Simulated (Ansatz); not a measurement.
# SrOs5: the cost of one run

Computed with Ansatz 0.2.0 (DFT PBE, scalar-relativistic, plane waves, PAW, unless a step's input says otherwise).

## 1. The structure to begin with

Symmetry: P6/mmm, No. 191, hexagonal system. Conventional cell: a = 4.304 Å, b = 4.304 Å, c = 6.855 Å, α = 90.00°, β = 90.00°, γ = 120.00°. Sr (site symmetry 6/mmm) has 14 Os at 3.07 to 3.43 Å in its first shell of neighbours. Around Os (site symmetry 3m) lie 6 Os at 2.49 to 2.97 Å and 3 Sr at 3.07 Å. Os (site symmetry 6/mmm) is surrounded by 12 Os at 2.97 Å.

Coordinates:

```cif
data_structure
_symmetry_space_group_name_H-M 'P6/mmm'
_symmetry_Int_Tables_number 191
_cell_length_a 4.3044
_cell_length_b 4.3044
_cell_length_c 6.8546
_cell_angle_alpha 90.000
_cell_angle_beta 90.000
_cell_angle_gamma 120.000
_cell_volume 109.99
loop_
_atom_site_label
_atom_site_type_symbol
_atom_site_symmetry_multiplicity
_atom_site_Wyckoff_symbol
_atom_site_fract_x
_atom_site_fract_y
_atom_site_fract_z
_atom_site_occupancy
Sr1 Sr 1 b 0.00000 0.00000 0.50000 1
Os1 Os 4 h 0.33333 0.66667 0.76364 1
Os2 Os 1 a 0.00000 0.00000 0.00000 1
```

A structure generator made this guess: random cell by space group and Wyckoff sites (P6/mmm, No. 191). The dimensions are guesses.

## 2. The guess as it stands, on a coarse mesh

Contents of input.yaml:

```yaml
crystal:
  lattice:
    - [4.30438813, 0.0, 0.0]
    - [-2.15219407, 3.72770947, 0.0]
    - [0.0, 0.0, 6.8546226]
  atoms:
    - { symbol: Sr, position: [0.0, 0.0, 0.5] }
    - { symbol: Os, position: [0.33333333, 0.66666667, 0.76364425] }
    - { symbol: Os, position: [0.33333333, 0.66666667, 0.23635575] }
    - { symbol: Os, position: [0.66666667, 0.33333333, 0.23635575] }
    - { symbol: Os, position: [0.66666667, 0.33333333, 0.76364425] }
    - { symbol: Os, position: [0.0, 0.0, 0.0] }
basis:
  ecutwfc: 420
kpoints:
  mp_grid: { grid: [6, 6, 4] }
hamiltonian:
  xc: pbe
scf:
  occupations: { method: gaussian, width: 0.1 }
  lower_state_search: "off"
output:
  forces: true
  stress: true
  eigenvalues: true
```

On the command line:

```console
$ ansatz run input.yaml --threads 1 --pin off --max-ram 2560MiB --backend cpu --events-out ev --progress --plain --runs-dir out
```

What time and memory should one allow on 1 thread of Intel Xeon at 2.50GHz (Skylake/Cascade Lake), shared host?

About 13 s, with a peak of 0.43 GiB.
